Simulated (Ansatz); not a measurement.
TaAs: equation of state with PBE

TaAs:

```
Ta As
1.0
    -1.72181    1.72181    5.86794
     1.72181   -1.72181    5.86794
     1.72181    1.72181   -5.86794
Ta As
2 2
Direct
  0.49997 0.49997 0.00000
  0.24997 0.74997 0.50000
  0.08263 0.08263 0.00000
  0.83263 0.33263 0.50000
```

The cell is a database's computed one.

- Program: Ansatz 0.2.0
- Task: equation of state
- Functional: PBE
- Potentials or basis: all-electron LAPW, scalar-relativistic
- Basis error allowed: 0.001 eV/atom
- k mesh: 11 × 11 × 11
- Occupations: fermi-dirac, width 0.05 eV
- Spin: no spin polarisation

| Quantity | Value |
| --- | --- |
| Equilibrium volume | 17.61 Å³/atom |
| Bulk modulus at fixed shape and positions | 176 GPa |
| Pressure derivative of the bulk modulus | 4.4 |

Energy against volume, from the lowest point:
```tsv
volume (Å³/atom)	energy (meV/atom)
16.353	55.57
16.700	27.68
17.048	9.78
17.396	0.85
17.744	0.00
18.092	6.40
18.440	19.32
```

All runs of the series together: 35 min on 2 threads of Arm Neoverse V1, on a shared host.

Caveat: the cell was scaled at fixed shape and fractional positions, which overstates the stiffness of a crystal with free parameters, most of all of layers and chains. The run has no spin-orbit coupling, so splittings on Ta are missing.
